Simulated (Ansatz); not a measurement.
# C2H4BS: the cost of one run

Program: Ansatz 0.2.0. Level of theory: RKS PBE/6-31G*. These are calculated values, not measurements.

## Step 1: The structure to begin with

Bond lengths: B1–C2 1.530 Å, C2–C3 1.362 Å, C2–S4 1.743 Å, B1–H5 1.177 Å, B1–H6 1.186 Å, C3–H7 1.083 Å, C3–H8 1.081 Å. Angles: B1–C2–C3 121.6°, B1–C2–S4 118.3°, C3–C2–S4 120.1°, C2–B1–H5 122.0°, C2–B1–H6 120.3°, H5–B1–H6 117.7°, C2–C3–H7 121.2°, C2–C3–H8 122.2°, H7–C3–H8 116.6°.

Coordinates:

```xyz
8

B     0.1892    1.2785    0.1498
C     0.2630   -0.1679   -0.3438
C    -0.4951   -1.1521    0.2155
S     1.3635   -0.5439   -1.6421
H     0.8235    2.1385   -0.3433
H    -0.5162    1.5652    1.0587
H    -1.1816   -0.9397    1.0254
H    -0.4463   -2.1786   -0.1203
```

## Step 2: Relaxing end A

input.yaml reads:

```yaml
crystal:
  periodic: [false, false, false]
  atoms:
    - { symbol: B, position_ang: [0.18917, 1.2785, 0.14979] }
    - { symbol: C, position_ang: [0.26299, -0.16787, -0.34379] }
    - { symbol: C, position_ang: [-0.49506, -1.15214, 0.21547] }
    - { symbol: S, position_ang: [1.36345, -0.54393, -1.64206] }
    - { symbol: H, position_ang: [0.82353, 2.13851, -0.34326] }
    - { symbol: H, position_ang: [-0.51622, 1.5652, 1.05874] }
    - { symbol: H, position_ang: [-1.1816, -0.93967, 1.02543] }
    - { symbol: H, position_ang: [-0.44627, -2.1786, -0.12031] }
total_charge: -1
basis:
  gaussian: { orbitals: "6-31G*" }
hamiltonian:
  xc: pbe
relax:
  f_tol: 0.015
  max_steps: 40
```

Run with:

```
$ ansatz run input.yaml --threads 1 --pin off --max-ram 2048MiB --backend cpu --events-out ev --progress --plain --runs-dir out
```

What time and memory should one allow on 1 thread of AMD EPYC 9R45 (Zen 5), shared host?

About 15 s, with a peak of 0.16 GiB.
